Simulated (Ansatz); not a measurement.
# BFH5NO: the cost of one run

All numbers below are computed with Ansatz 0.2.0 (RHF/def2-SVP).

## (1) The system as given

Bond lengths: B1–O2 1.760 Å, O2–H3 1.010 Å, B1–N4 1.550 Å, N4–H5 1.060 Å, N4–H6 1.060 Å, B1–F7 1.320 Å. Angles: B1–O2–H3 109.5°, O2–B1–N4 120.0°, O2–B1–F7 120.0°, N4–B1–F7 120.0°, B1–N4–H5 120.0°, B1–N4–H6 120.0°, H5–N4–H6 120.0°.

As a file:

```xyz
9

B     0.0000    0.0000    0.0000
O     0.0000    0.0000    1.7600
H    -0.9095   -0.2814    2.0971
N     1.3423    0.0000   -0.7750
H     1.8089   -0.9179   -1.0268
H     1.7937    0.9179   -1.0532
F    -1.1431    0.0000   -0.6600
H     0.0668    1.4124    0.4698
H     0.0544    1.1498    1.3187
```

## (2) Pulling towards end A

Springs on the bonds that form and break draw the guess towards this end; the thresholds are loose.

The input, input.yaml:

```yaml
crystal:
  periodic: [false, false, false]
  atoms:
    - { symbol: B, position_ang: [0.0, 0.0, 0.0] }
    - { symbol: O, position_ang: [0.0, 0.0, 1.76] }
    - { symbol: H, position_ang: [-0.9095, -0.2814, 2.0971] }
    - { symbol: "N", position_ang: [1.3423, 0.0, -0.775] }
    - { symbol: H, position_ang: [1.8089, -0.9179, -1.0268] }
    - { symbol: H, position_ang: [1.7937, 0.9179, -1.0532] }
    - { symbol: F, position_ang: [-1.1431, 0.0, -0.66] }
    - { symbol: H, position_ang: [0.0668, 1.4124, 0.4698] }
    - { symbol: H, position_ang: [0.0544, 1.1498, 1.3187] }
basis:
  gaussian: { orbitals: def2-SVP }
hamiltonian:
  xc: hf
relax:
  f_tol: 0.15
  max_steps: 25
  restrain:
    - { distance: [0, 7], at: 2.39, k: 30.0 }
    - { distance: [8, 1], at: 2.21, k: 30.0 }
    - { distance: [0, 1], at: 1.41, k: 30.0 }
    - { distance: [8, 7], at: 0.66, k: 30.0 }
```

Run with:

```bash
> ansatz run input.yaml --threads 1 --pin off --max-ram 2048MiB --backend cpu --events-out ev --progress --plain --runs-dir out
```

What time and memory should one allow on 1 thread of Arm Neoverse V2, shared host?

About 20 s, with a peak of 0.14 GiB.
